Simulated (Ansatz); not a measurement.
**C₂H₈N₂Si: one species, many methods**

How much do the methods differ for C₂H₈N₂Si? The plan is to run it at one geometry with functionals of several rungs and with coupled cluster. The yardstick is the atomisation energy at the CCSD(T) limit.

Computed with Ansatz 0.2.0, Gaussian basis. Level: functionals in def2-TZVPP, the program's frozen cores in correlated methods.

Plan: PBE-D4, r2SCAN-D4, PBE0-D4, B3LYP-D4, ωB97X-V, ωB97M-V, B2PLYP; CCSD(T)/def2-TZVPP; MP2/def2-QZVPP; extrapolation to the limit.

## 1. Structure used throughout

An earlier PBE0-D4 in a triple-zeta def2 set relaxation fixed the geometry.

SMILES `C/N=C/N[SiH3]`, 13 atoms, charge 0, spin multiplicity 1.

Atoms are counted from 1 here; the program's logs count them from 0.

Bond lengths: C1–N2 1.435 Å, C1–H6 1.101 Å, C1–H7 1.094 Å, C1–H8 1.094 Å, N2–C3 1.264 Å, C3–N4 1.366 Å, C3–H9 1.099 Å, N4–Si5 1.747 Å, N4–H10 1.004 Å, Si5–H11 1.482 Å, Si5–H12 1.488 Å, Si5–H13 1.482 Å. Angles: N2–C1–H6 113.3°, N2–C1–H7 110.0°, N2–C1–H8 110.0°, H6–C1–H7 108.2°, H6–C1–H8 108.2°, H7–C1–H8 106.8°, C1–N2–C3 118.8°, N2–C3–N4 120.0°, N2–C3–H9 123.7°, N4–C3–H9 116.3°, C3–N4–Si5 119.2°, C3–N4–H10 117.5°, Si5–N4–H10 123.3°, N4–Si5–H11 111.9°, N4–Si5–H12 103.7°, N4–Si5–H13 111.9°, H11–Si5–H12 109.4°, H11–Si5–H13 110.3° and more.

## 2. PBE-D4 (GGA)

The input, in.yaml:

```yaml
crystal:
  periodic: [false, false, false]
  atoms:
    - {symbol: C, position_ang: [-2.233697, 0.237954, 0.229270]}
    - {symbol: N, position_ang: [-0.811635, 0.050867, 0.259845]}
    - {symbol: C, position_ang: [-0.157689, 0.175190, -0.815004]}
    - {symbol: N, position_ang: [1.197104, 0.002418, -0.814142]}
    - {symbol: Si, position_ang: [2.005789, -0.389820, 0.683981]}
    - {symbol: H, position_ang: [-2.620290, 0.480864, -0.772179]}
    - {symbol: H, position_ang: [-2.738258, -0.667291, 0.580049]}
    - {symbol: H, position_ang: [-2.520182, 1.044324, 0.911025]}
    - {symbol: H, position_ang: [-0.616536, 0.420618, -1.782861]}
    - {symbol: H, position_ang: [1.678416, 0.110147, -1.689119]}
    - {symbol: H, position_ang: [1.549025, -1.686254, 1.236824]}
    - {symbol: H, position_ang: [3.437634, -0.496646, 0.292771]}
    - {symbol: H, position_ang: [1.850719, 0.682726, 1.694240]}
basis:
  gaussian: {orbitals: def2-TZVPP}
hamiltonian: {xc: pbe, dispersion: d4}
output: {forces: true, orbitals: {seedname: orbitals}}
```

Launch:

```console
ansatz run in.yaml --threads 4 --pin off --events-out ev --progress --plain --max-ram 10444MiB
```

The runs that follow: r2SCAN-D4 (meta-GGA); PBE0-D4 (hybrid); B3LYP-D4 (hybrid); ωB97X-V (range-separated); ωB97M-V (range-separated); B2PLYP (double hybrid); CCSD(T) in def2-TZVPP; MP2 in def2-QZVPP.

Before running them: what should the planned runs give, taken together? Wanted: atomisation energy, CCSD(T)/CBS; farthest; mean size of error, hybrid; mean size of error, range-separated; gap, smallest and largest; T1 diagnostic; triples share of the correlation energy.

The runs gave:

| quantity | value |
| --- | --- |
| atomisation energy, CCSD(T)/CBS | 49.225 eV |
| functionals within 0.246 eV (0.5 %) | r2SCAN-D4, PBE0-D4 |
| farthest | PBE-D4 (+1.149 eV) |
| mean size of error, hybrid | 0.268 eV |
| mean size of error, range-separated | 0.320 eV |
| gap, smallest and largest | 5.05 eV (PBE-D4), 11.66 eV (ωB97X-V) |
| T1 diagnostic | 0.0128 |
| triples share of the correlation energy | 4.0 % |

**Reading.** PBE-D4 is off by +1.149 eV. Double hybrids carry the basis error of their MP2 part in triple zeta, and no dispersion term here, so their miss is partly the set-up's. The reference freezes the cores and leaves out relativity and excitations past (T), so misses under about 0.246 eV can't be ranked. Hartree-Fock recovers 71 % of the binding; the rest is correlation. Orbital gaps span 5.0 to 11.7 eV; exact exchange widens them.
